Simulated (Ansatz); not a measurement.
# [MoO3S]2- (MoSO₃ (-2)): structure and electronic state

What does [MoO3S]2- (MoSO₃ (-2)) look like as a singlet, and where do its frontier electrons sit?

Program: Ansatz 0.2.0, Gaussian basis. Level of theory: RKS PBE0-D4/def2-TZVPD. These are calculated values, not measurements.

Plan: relaxation at r2SCAN-D4/def2-SVPD; a search for the lowest solution at PBE0-D4/def2-SVP; a single point at PBE0-D4/def2-TZVPD.

1 further run of the same task is left out (set aside as unsound or not needed). Runs told in other sessions of the task aren't counted.

## 1. Where the work starts

5 atoms, charge -2, spin multiplicity 1.

Atoms are counted from 1 here; the program's logs count them from 0.

Bond lengths: Mo1–O2 1.683 Å, Mo1–O3 1.683 Å, Mo1–O4 1.683 Å, Mo1–S5 2.212 Å. Angles: O2–Mo1–O3 113.5°, O2–Mo1–O4 113.5°, O2–Mo1–S5 105.1°, O3–Mo1–O4 113.6°, O3–Mo1–S5 105.0°, O4–Mo1–S5 105.0°.

Formally the metal is d0. Mo takes a core potential in the def2 sets. No spin-orbit coupling is included. The ion is computed in the gas phase, without counter-ions or solvent.

The start is a GFN2-xTB (ALPB water) geometry.

## 2. Relaxation at r2SCAN-D4/def2-SVPD

The input, in.yaml:

```yaml
crystal:
  periodic: [false, false, false]
  atoms:
    - {symbol: Mo, position_ang: [0.085290, 0.147140, 0.061450]}
    - {symbol: O, position_ang: [0.031520, 0.016510, 1.738160]}
    - {symbol: O, position_ang: [1.641280, 0.042170, -0.570990]}
    - {symbol: O, position_ang: [-0.798470, 1.446860, -0.539540]}
    - {symbol: S, position_ang: [-0.959620, -1.652680, -0.689090]}
basis:
  gaussian: {orbitals: def2-SVPD}
total_charge: -2
hamiltonian: {xc: r2scan, dispersion: d4}
scf: {lower_state_search: "off"}
output: {orbitals: {seedname: orbitals}}
relax: {f_tol: 0.02, max_steps: 100}
```

Command:

```console
$ ansatz run in.yaml --threads 4 --pin off --events-out ev --progress --plain --max-ram 3916MiB
```

The runs that follow: Searching for the lowest solution, PBE0-D4/def2-SVP; Single point, PBE0-D4/def2-TZVPD.

Before running them: what should the planned runs give, taken together? Wanted: point group; near neighbours of the metal; HOMO, LUMO at PBE0-D4/def2-TZVPD; charge on the metal.

As calculated:

| quantity | value |
| --- | --- |
| point group | C3v |
| near neighbours of the metal | O 1.76, O 1.76, O 1.76, S 2.31 Å |
| HOMO, LUMO at PBE0-D4/def2-TZVPD | 2.58, 6.27 eV |
| charge on the metal (Mulliken, PBE0-D4/def2-TZVPD) | +2.04 e |

In words: The molecule keeps its bonding pattern by the stored test; the atoms moved 0.12 Å (rms). The metal has 4 near neighbours by the distance rule, from 1.76 to 2.31 Å. The Mulliken charge of the metal, +2.04 e, depends on the basis and isn't its oxidation state. No usable vibrations, so a minimum isn't proven. The HOMO lies nearest to S5 82 %; O4 8 % and the LUMO to S5 89 %. Doubts on the single point: highest occupied level lies above zero. Whether this spin is the lowest isn't tested here.

A small anion of this charge may not be bound in the gas phase; the finite basis can hold electrons that would leave.
